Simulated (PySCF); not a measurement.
# C4H6F3N: electronic excitations

What electronic excitations should C4H6F3N (`C/C=N/CC(F)(F)F`) show?

The runs use PySCF 2.14.0, with density-fitted response routines of our own; the level of theory stands in each step. All values are computed, except where a source is named. Atoms are numbered from 0 throughout.

### 1 Starting geometry

14 atoms, charge 0, multiplicity 1; geometry from: GFN2-xTB.

Bonds of the start (Å): C0–C1 1.48, C1–N2 1.26, N2–C3 1.43, C3–C4 1.52, C4–F5 1.34, C4–F6 1.33, C4–F7 1.34, C0–H8 1.09, C0–H9 1.09, C0–H10 1.09, C1–H11 1.10, C3–H12 1.10, C3–H13 1.09.

### 2 Ultraviolet spectrum: B3LYP/def2-SVPD

The job: settings as JSON, then the geometry in Å.

```
{"job": {"kind": "uv", "xc": "B3LYP", "basis": "def2-SVPD", "nstates": 8, "ntriplets": 3}, "charge": 0, "multiplicity": 1}
C      2.435822    -0.052251    -0.391477
C      1.132820    -0.020387     0.311293
N      0.118623    -0.580076    -0.173710
C     -1.140122    -0.515326     0.502729
C     -2.082875     0.378711    -0.293421
F     -1.628582     1.638025    -0.374664
F     -2.282894    -0.044694    -1.541824
F     -3.293073     0.450349     0.287898
H      3.189898    -0.506868     0.249615
H      2.755759     0.966458    -0.606665
H      2.348668    -0.612093    -1.317377
H      1.111511     0.512301     1.274251
H     -1.084339    -0.099283     1.523353
H     -1.581895    -1.515340     0.527834
```

Method: TDDFT B3LYP/def2-SVPD, vertical, gas phase, core orbitals frozen in the response.

Started as:

```
$ OMP_NUM_THREADS=1 python probes_run.py task.json out
```

This one command runs all jobs of the session in turn.

Predict these results of the whole session: lowest singlet (B3LYP/def2-SVPD); brightest single state of those computed; lowest triplet.

**Answer**, as computed:

| quantity | value |
| --- | --- |
| lowest singlet (B3LYP/def2-SVPD) | 5.11 eV (243 nm), f = 0.001 |
| brightest single state of those computed | state 4, 7.76 eV, f = 0.304 |
| lowest triplet | 4.36 eV |

The first singlet state (HOMO→LUMO 0.99) lies at 5.11 eV and is weak; of the 8 states computed, the strongest absorption comes from state 4 at 7.76 eV. The lowest triplet lies 0.75 eV below the lowest singlet (triplets in Tamm-Dancoff, singlets in full TDDFT). States above −ε(HOMO) lie where TDDFT describes them poorly and they hang on the basis; the brightest is among them.
